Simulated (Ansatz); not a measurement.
# GaH3O3 + H2: a complex and its separated parts, part 2 of 2

Ansatz 0.2.0, Gaussian basis.

## Step 14: wB97X-V/def2-TZVPP

The inputs:

parta/in.yaml

```yaml
crystal:
  periodic: [false, false, false]
  atoms:
    - {symbol: Ga, position_ang: [0.414149, -0.431401, 0.130409]}
    - {symbol: O, position_ang: [-0.787687, -1.624228, 0.659807]}
    - {symbol: O, position_ang: [1.190282, 0.633197, 1.318584]}
    - {symbol: O, position_ang: [0.839860, -0.303286, -1.587108]}
    - {symbol: H, position_ang: [-0.942811, -1.610038, 1.607039]}
    - {symbol: H, position_ang: [1.823450, 1.239134, 0.926856]}
    - {symbol: H, position_ang: [0.363203, -0.924664, -2.142268]}
basis:
  gaussian: {orbitals: def2-TZVPP}
hamiltonian: {xc: {name: wB97X-V}}
```

partb/in.yaml

```yaml
crystal:
  periodic: [false, false, false]
  atoms:
    - {symbol: H, position_ang: [-1.581067, 1.536495, -0.108229]}
    - {symbol: H, position_ang: [-1.319382, 1.484692, -0.805091]}
basis:
  gaussian: {orbitals: def2-TZVPP}
hamiltonian: {xc: {name: wB97X-V}}
```

The same command starts each run, in its folder.

On the command line:

```bash
$ ansatz run in.yaml --threads 4 --pin off --events-out ev --progress --plain --max-ram 9574MiB
```

Log of parta, shortened:

```text
Functional definition: wB97X-V
  name "wB97X-V"
  cite "Mardirossian & Head-Gordon, Phys. Chem. Chem. Phys. 16, 9904 (2014) doi:10.1039/C3CP54374A"
  cite "Becke, J. Chem. Phys. 107, 8554 (1997) doi:10.1063/1.475007"
  cite "Vydrov & Van Voorhis, J. Chem. Phys. 133, 244103 (2010) doi:10.1063/1.3521275"
[...]
      + integral(e_c_pw_opposite_spin*poly(b97_u_opposite, cos0, cos1)) + vv10(b, c)
1033 factors; their error is unknown
225 factors; integrals over basis functions are off by at most 6.7e-6 eV
[...]
mean field -58566.44751511 eV, -2152.2772484163 hartree, gradient 3.6e-5 eV, S^2 0.000000; 0 other end points of the search recorded, 0 dependent functions left out
reference -58566.44751333 eV, -2152.2772483510 hartree; 29, 29 occupied and 154, 154 virtual orbitals, 1033 factors
Total energy: -58566.44751333 eV, -2152.2772483510 hartree
```

Log of partb, shortened:

```text
[... 5 set-up lines as earlier in the session ...]
[...]
      + integral(e_c_pw_opposite_spin*poly(b97_u_opposite, cos0, cos1)) + vv10(b, c)
118 factors; their error is unknown
42 factors; integrals over basis functions are off by at most 3.0e-5 eV
[...]
mean field -31.90859957 eV, -1.1726194058 hartree, gradient 8.8e-5 eV, S^2 0.000000; 0 other end points of the search recorded, 0 dependent functions left out
reference -31.90859857 eV, -1.1726193690 hartree; 1, 1 occupied and 27, 27 virtual orbitals, 118 factors
Total energy: -31.90859857 eV, -1.1726193690 hartree
```

Times: 7.5 s (parta), 0.41 s (partb) on 4 threads of Intel Xeon at 2.50GHz, shared host.

## Step 15: wB97M-V/def2-TZVPP

Each input of step 14 (parta, partb) changes in the same lines:

```diff
-hamiltonian: {xc: {name: wB97X-V}}
+hamiltonian: {xc: {name: wB97M-V}}
```

One command serves all of them, each in its own folder.

On the command line:

```bash
$ ansatz run in.yaml --threads 4 --pin off --events-out ev --progress --plain --max-ram 9574MiB
```

Output in parta, shortened:

```text
Functional definition: wB97M-V
  name "wB97M-V"
  cite "Mardirossian & Head-Gordon, J. Chem. Phys. 144, 214110 (2016) doi:10.1063/1.4952647"
[... 2 set-up lines as earlier in the session ...]
  # Of w^i u^j: cxij and so on, Table III.
[...]
  gx(w, u) = 1 - cx + cx01*u + cx10*w
[...]
      + integral(e_c_pw_mod_opposite_spin*gos(b97_w_opposite, b97_u_opposite)) + vv10(b, c)
1033 factors; their error is unknown
225 factors; integrals over basis functions are off by at most 6.7e-6 eV
[...]
mean field -58568.80466308 eV, -2152.3638720064 hartree, gradient 4.0e-5 eV, S^2 0.000000; 0 other end points of the search recorded, 0 dependent functions left out
reference -58568.80470661 eV, -2152.3638736062 hartree; 29, 29 occupied and 154, 154 virtual orbitals, 1033 factors
Total energy: -58568.80470661 eV, -2152.3638736062 hartree
```

Log of partb, shortened:

```text
[... 5 set-up lines as earlier in the session ...]
  # Of w^i u^j: cxij and so on, Table III.
[...]
  gx(w, u) = 1 - cx + cx01*u + cx10*w
[...]
      + integral(e_c_pw_mod_opposite_spin*gos(b97_w_opposite, b97_u_opposite)) + vv10(b, c)
118 factors; their error is unknown
42 factors; integrals over basis functions are off by at most 3.0e-5 eV
[...]
mean field -31.60111353 eV, -1.1613195021 hartree, gradient 7.3e-6 eV, S^2 0.000000; 0 other end points of the search recorded, 0 dependent functions left out
reference -31.60113778 eV, -1.1613203935 hartree; 1, 1 occupied and 27, 27 virtual orbitals, 118 factors
Total energy: -31.60113778 eV, -1.1613203935 hartree
```

Wall times: 8 s (parta), 0.4 s (partb) on 4 threads of Intel Xeon at 2.50GHz, shared host; peak memory 0.52 GiB.

## Step 16: B2PLYP/def2-TZVPP

The same edit goes into each in.yaml of step 15 (parta, partb):

```diff
-hamiltonian: {xc: {name: wB97M-V}}
+hamiltonian: {xc: {name: B2PLYP}}
```

Each run has its own folder and the same command.

On the command line:

```bash
$ ansatz run in.yaml --threads 4 --pin off --events-out ev --progress --plain --max-ram 9574MiB
```

Log of parta, shortened:

```text
Functional definition: B2PLYP
  name "B2PLYP"
  cite "Grimme, J. Chem. Phys. 124, 034108 (2006) doi:10.1063/1.2148954"
[... 2 set-up lines as earlier in the session ...]
[...]
1168 factors; integrals over basis functions are off by at most 8.8e-4 eV
[...]
mean field -58551.24817317 eV, -2151.7186829026 hartree, gradient 6.4e-6 eV, S^2 0.000000; 0 other end points of the search recorded, 0 dependent functions left out
12 core orbitals not correlated: weight in the atoms' cores, before any rotation towards them, 1.000 or more for the frozen orbitals, at most 0.000 for the correlated occupied ones
reference -58551.24831595 eV, -2151.7186881497 hartree; 17, 17 occupied and 154, 154 virtual orbitals, 1168 factors
second order -31.54618543 eV of doubles, -0.00000000 eV of singles
Total energy: -58559.76578602 eV, -2152.0316994013 hartree
```

partb printed, shortened:

```text
[... 5 set-up lines as earlier in the session ...]
[...]
145 factors; integrals over basis functions are off by at most 7.3e-4 eV
[...]
mean field -31.55848991 eV, -1.1597531132 hartree, gradient 1.1e-6 eV, S^2 0.000000; 0 other end points of the search recorded, 0 dependent functions left out
reference -31.55857933 eV, -1.1597563991 hartree; 1, 1 occupied and 27, 27 virtual orbitals, 145 factors
second order -1.02366624 eV of doubles, -0.00000000 eV of singles
Total energy: -31.83496921 eV, -1.1699135400 hartree
```

Times: 6 s (parta), 0.25 s (partb) on 4 threads of Intel Xeon at 2.50GHz, shared host.

## Step 17: PBE-QIDH/def2-TZVPP

The same edit goes into each in.yaml of step 16 (parta, partb):

```diff
-hamiltonian: {xc: {name: B2PLYP}}
+hamiltonian: {xc: {name: PBE-QIDH}}
```

One command serves all of them, each in its own folder.

On the command line:

```bash
$ ansatz run in.yaml --threads 4 --pin off --events-out ev --progress --plain --max-ram 9574MiB
```

Output in parta, shortened:

```text
Functional definition: PBE-QIDH
  name "PBE-QIDH"
  cite "Brémond, Sancho-García, Pérez-Jiménez & Adamo, J. Chem. Phys. 141, 031101 (2014) doi:10.1063/1.4890314"
[... 1 set-up line as earlier in the session ...]
[...]
1168 factors; integrals over basis functions are off by at most 8.8e-4 eV
[...]
mean field -58540.43054040 eV, -2151.3211422306 hartree, gradient 9.5e-6 eV, S^2 0.000000; 0 other end points of the search recorded, 0 dependent functions left out
12 core orbitals not correlated: weight in the atoms' cores, before any rotation towards them, 1.000 or more for the frozen orbitals, at most 0.000 for the correlated occupied ones
reference -58540.43055114 eV, -2151.3211426253 hartree; 17, 17 occupied and 154, 154 virtual orbitals, 1168 factors
second order -29.15579794 eV of doubles, -0.00000000 eV of singles
Total energy: -58550.14915045 eV, -2151.6782945626 hartree
```

Output in partb, shortened:

```text
[... 4 set-up lines as earlier in the session ...]
[...]
145 factors; integrals over basis functions are off by at most 7.3e-4 eV
[...]
mean field -31.52724931 eV, -1.1586050424 hartree, gradient 1.4e-6 eV, S^2 0.000000; 0 other end points of the search recorded, 0 dependent functions left out
reference -31.52725573 eV, -1.1586052782 hartree; 1, 1 occupied and 27, 27 virtual orbitals, 145 factors
second order -0.95920710 eV of doubles, -0.00000000 eV of singles
Total energy: -31.84699143 eV, -1.1703553484 hartree
```

They took 6 s (parta), 0.25 s (partb) on 4 threads of Intel Xeon at 2.50GHz, shared host.

## Step 18: RPA on PBE/def2-TZVPP

The same edit goes into each in.yaml of step 17 (parta, partb):

```diff
-hamiltonian: {xc: {name: PBE-QIDH}}
+hamiltonian: {xc: pbe}
+correlation: {method: rpa}
```

One command serves all of them, each in its own folder.

On the command line:

```bash
$ ansatz run in.yaml --threads 4 --pin off --events-out ev --progress --plain --max-ram 9574MiB
```

parta printed, shortened:

```text
[... 4 set-up lines as earlier in the session ...]
[...]
1168 factors; integrals over basis functions are off by at most 8.8e-4 eV
[...]
mean field -58559.00497603 eV, -2152.0037401500 hartree, gradient 8.1e-6 eV, S^2 0.000000; 1 other end points of the search recorded, 0 dependent functions left out
12 core orbitals not correlated: weight in the atoms' cores, before any rotation towards them, 1.000 or more for the frozen orbitals, at most 0.000 for the correlated occupied ones
reference -58496.83916235 eV, -2149.7191886348 hartree; 17, 17 occupied and 154, 154 virtual orbitals, 1168 factors
Total energy: -58535.71919367 eV, -2151.1480034317 hartree
```

Output in partb, shortened:

```text
[... 4 set-up lines as earlier in the session ...]
[...]
145 factors; integrals over basis functions are off by at most 7.3e-4 eV
[...]
mean field -31.73221823 eV, -1.1661375110 hartree, gradient 1.4e-6 eV, S^2 0.000000; 0 other end points of the search recorded, 0 dependent functions left out
reference -30.80639742 eV, -1.1321142239 hartree; 1, 1 occupied and 27, 27 virtual orbitals, 145 factors
Total energy: -32.86230425 eV, -1.2076674064 hartree
```

Wall times: 7 s (parta), 0.26 s (partb) on 4 threads of Intel Xeon at 2.50GHz, shared host.

## Step 19: CCSD(T)/def2-TZVPP

The same edit goes into each in.yaml of step 18 (parta, partb):

```diff
-hamiltonian: {xc: pbe}
-correlation: {method: rpa}
+correlation: {method: ccsd_t}
```

One command serves all of them, each in its own folder.

On the command line:

```bash
$ ansatz run in.yaml --threads 4 --pin off --events-out ev --progress --plain --max-ram 9574MiB
```

Log of parta, shortened:

```text
Functional definition: HF
  name "HF"
  cite "Fock, Z. Phys. 61, 126 (1930) doi:10.1007/BF01340294"
[... 1 set-up line as earlier in the session ...]
[...]
1168 factors; integrals over basis functions are off by at most 8.8e-4 eV
[...]
mean field -58498.72520111 eV, -2149.7884992805 hartree, gradient 2.1e-6 eV, S^2 0.000000; 0 other end points of the search recorded, 0 dependent functions left out
12 core orbitals not correlated: weight in the atoms' cores, before any rotation towards them, 1.000 or more for the frozen orbitals, at most 0.000 for the correlated occupied ones
reference -58498.72520111 eV, -2149.7884992805 hartree; 17, 17 occupied and 154, 154 virtual orbitals, 1168 factors
second order -25.99238732 eV of doubles, -0.00000000 eV of singles
cycle   1  -25.06017268 eV  change    9.3e-1 eV  update   1.2e-1
[...]
cycle   9  -25.85407695 eV  change   -1.7e-5 eV  update   2.7e-5
perturbative correction -0.96521348 eV, -0.0354709411 hartree
Total energy: -58525.54449154 eV, -2150.7740900251 hartree
```

partb printed, shortened:

```text
[... 4 set-up lines as earlier in the session ...]
[...]
145 factors; integrals over basis functions are off by at most 7.3e-4 eV
[...]
mean field -30.82770164 eV, -1.1328971394 hartree, gradient 4.3e-7 eV, S^2 0.000000; 0 other end points of the search recorded, 0 dependent functions left out
reference -30.82770164 eV, -1.1328971394 hartree; 1, 1 occupied and 27, 27 virtual orbitals, 145 factors
second order -0.86257565 eV of doubles, -0.00000000 eV of singles
cycle   1  -1.00723159 eV  change   -1.4e-1 eV  update   2.6e-2
[...]
cycle   7  -1.07308126 eV  change    5.8e-7 eV  update   4.1e-7
perturbative correction 0.00000000 eV, 0.0000000000 hartree
Total energy: -31.90078290 eV, -1.1723321484 hartree
```

Times: 67 s (parta), 0.3 s (partb) on 4 threads of Intel Xeon at 2.50GHz, shared host; peak memory 2 GiB.

## Step 20: Vibrations of GaH3O3

vib-parta/in.yaml

```yaml
crystal:
  periodic: [false, false, false]
  atoms:
    - {symbol: Ga, position_ang: [0.414149, -0.431401, 0.130409]}
    - {symbol: O, position_ang: [-0.787687, -1.624228, 0.659807]}
    - {symbol: O, position_ang: [1.190282, 0.633197, 1.318584]}
    - {symbol: O, position_ang: [0.839860, -0.303286, -1.587108]}
    - {symbol: H, position_ang: [-0.942811, -1.610038, 1.607039]}
    - {symbol: H, position_ang: [1.823450, 1.239134, 0.926856]}
    - {symbol: H, position_ang: [0.363203, -0.924664, -2.142268]}
basis:
  gaussian: {orbitals: def2-TZVP}
hamiltonian: {xc: pbe0, dispersion: d4}
phonons: {temperatures: {t_min: 298.15, t_max: 900, t_step: 200}}
```

On the command line:

```bash
$ ansatz run in.yaml --threads 4 --pin off --events-out ev --progress --plain --max-ram 9574MiB
```

Output, shortened:

```text
[... 5 set-up lines as earlier in the session ...]
[...]
998 factors; their error is unknown
[...]
mean field -58559.80577026 eV, -2152.0331687952 hartree, gradient 1.3e-5 eV, S^2 0.000000; 0 other end points of the search recorded, 0 dependent functions left out
[...]
Atom 4 at    -0.942811    -1.610038     1.607039 Å, force    -0.000316    -0.000063    -0.000247 eV/Å
Atom 5 at     1.823450     1.239134     0.926856 Å, force    -0.000252     0.000016     0.000198 eV/Å
Atom 6 at     0.363203    -0.924664    -2.142268 Å, force     0.000039     0.000425    -0.000065 eV/Å
Dipole moment:     0.000419    -0.000325     0.000080 e Å
Vibrations: 171.44 171.49 202.25 314.33 348.74 348.84 665.42 733.81 733.85 837.84 868.59 868.69 3898.72 3898.76 3900.37 cm⁻¹, zero-point energy 1.113573 eV
```

It took 2 min on 4 threads of Intel Xeon at 2.50GHz, shared host.

Wavenumbers and character of the modes:

| mode | wavenumber (cm⁻¹) | character |
| --- | --- | --- |
| 1 | 171 | bend |
| 2 | 171 | bend |
| 3 | 202 | torsion |
| 4 | 314 | torsion |
| 5 | 349 | torsion |
| 6 | 349 | torsion |
| 7 | 665 | Ga–O stretch |
| 8 | 734 | Ga–O stretch |
| 9 | 734 | Ga–O stretch |
| 10 | 838 | bend |
| 11 | 869 | bend |
| 12 | 869 | bend |
| 13 | 3899 | O–H stretch |
| 14 | 3899 | O–H stretch |
| 15 | 3900 | O–H stretch |

Vibrational sums (real modes only):

| T (K) | entropy (J/mol/K) | heat capacity (J/mol/K) |
| --- | --- | --- |
| 298 | 50.3 | 60.7 |
| 498 | 86.8 | 80.5 |
| 698 | 115.6 | 89.4 |
| 898 | 138.8 | 94.8 |

## Step 21: Vibrations of H2

vib-partb/in.yaml

```yaml
crystal:
  periodic: [false, false, false]
  atoms:
    - {symbol: H, position_ang: [-1.581067, 1.536495, -0.108229]}
    - {symbol: H, position_ang: [-1.319382, 1.484692, -0.805091]}
basis:
  gaussian: {orbitals: def2-TZVP}
hamiltonian: {xc: pbe0, dispersion: d4}
phonons: {temperatures: {t_min: 298.15, t_max: 900, t_step: 200}}
```

On the command line:

```bash
$ ansatz run in.yaml --threads 4 --pin off --events-out ev --progress --plain --max-ram 9574MiB
```

Output, shortened:

```text
[... 5 set-up lines as earlier in the session ...]
[...]
88 factors; their error is unknown
[...]
mean field -31.78865267 eV, -1.1682114387 hartree, gradient 1.7e-5 eV, S^2 0.000000; 0 other end points of the search recorded, 0 dependent functions left out
[...]
reference -31.78856128 eV, -1.1682080801 hartree; 1, 1 occupied and 11, 11 virtual orbitals, 88 factors
Total energy: -31.79027510 eV, -1.1682710616 hartree
Atom 0 at    -1.581067     1.536495    -0.108229 Å, force     0.000756    -0.000150    -0.002014 eV/Å
Atom 1 at    -1.319382     1.484692    -0.805091 Å, force    -0.000756     0.000150     0.002014 eV/Å
Dipole moment:     0.000000    -0.000000    -0.000000 e Å
Vibrations: 4414.23 cm⁻¹, zero-point energy 0.273648 eV
```

It took 0.66 s on 4 threads of Intel Xeon at 2.50GHz, shared host.

The modes, with what each moves most:

| mode | wavenumber (cm⁻¹) | character |
| --- | --- | --- |
| 1 | 4414 | H–H stretch |

Vibrational sums (real modes only):

| T (K) | entropy (J/mol/K) | heat capacity (J/mol/K) |
| --- | --- | --- |
| 298 | 0.0 | 0.0 |
| 498 | 0.0 | 0.0 |
| 698 | 0.0 | 0.1 |
| 898 | 0.1 | 0.4 |

## Step 22: Complex less separated parts

The complex's own energies come from single points at the same levels.

Rows are in def2-TZVPP; times add the 3 runs of a level on a shared host, so small differences are noise.

Differences are taken before rounding.

| method | rung | complex less parts (kJ/mol) | from CCSD(T) (kJ/mol) | time |
| --- | --- | --- | --- | --- |
| SPW92 | LDA | -11.7 | -7.2 | 3.7 s |
| PBE-D4 | GGA | -5.5 | -0.9 | 5.2 s |
| BLYP-D4 | GGA | -2.8 | +1.7 | 5.1 s |
| r2SCAN-D4 | meta-GGA | -5.4 | -0.9 | 8.6 s |
| B97M-V | meta-GGA | -4.9 | -0.4 | 18 s |
| PBE0-D4 | hybrid | -5.8 | -1.2 | 8.4 s |
| B3LYP-D4 | hybrid | -4.2 | +0.3 | 7.8 s |
| r2SCAN0-D4 | hybrid | -6.2 | -1.6 | 11 s |
| BHLYP-D4 | hybrid | -5.6 | -1.1 | 7.7 s |
| CAM-B3LYP-D4 | range-separated hybrid | -5.0 | -0.5 | 10 s |
| wB97X-V | range-separated hybrid | -5.5 | -0.9 | 18 s |
| wB97M-V | range-separated hybrid | -5.5 | -0.9 | 19 s |
| B2PLYP | double hybrid | -1.7 | +2.9 | 15 s |
| PBE-QIDH | double hybrid | -4.2 | +0.4 | 14 s |
| RPA on PBE | RPA | -2.6 | +1.9 | 15 s |
| Hartree-Fock | wavefunction | 0.2 | +4.8 |  |
| MP2 | wavefunction | -4.0 | +0.6 |  |
| CCSD | wavefunction | -4.1 | +0.5 |  |
| CCSD(T) | wavefunction | -4.6 | 0 | 3.5 min |

Among the levels timed on like hardware and quicker than the yardstick, those that no quicker one beats, quickest first: SPW92 (3.7 s, -7.2 kJ/mol); BLYP-D4 (5.1 s, +1.7 kJ/mol); PBE-D4 (5.2 s, -0.9 kJ/mol); B3LYP-D4 (7.8 s, +0.3 kJ/mol).

B3LYP-D4 reaches 0.3 kJ/mol from the reference in 7.8 s, where CCSD(T) took 3.5 min; the quickest level in the cost chart, SPW92, takes 3.7 s and misses by 7.2 kJ/mol.

The complex's zero-point energy, from a separate PBE0-D4 run, is 1.437 eV.

## Step 23: What came out

What follows sums up all 2 parts.

```
                              quantity        value
complex less parts, CCSD(T)/def2-TZVPP  -4.6 kJ/mol
                with zero-point energy  +0.3 kJ/mol
                 largest T1 diagnostic        0.014
```

**Reading.** At CCSD(T) the complex lies 4.6 kJ/mol below its parts. The functionals run from B3LYP-D4, off by +0.3 kJ/mol, to SPW92, off by -7.2 kJ/mol, against CCSD(T). By rung, the mean size of the error is: LDA 7.2, GGA 1.3, meta-GGA 0.6, hybrid 1.1, range-separated hybrid 0.8, double hybrid 1.6 kJ/mol. The double hybrids carry no dispersion term here, unlike the levels marked D4 or V. PBE-D4 gives a relative energy 0.9 kJ/mol too low, an error of 20 % of the reference. No counterpoise was applied, and triple zeta lacks some correlation, so the CCSD(T) reference has a basis error of its own, and close matches with it are partly luck.
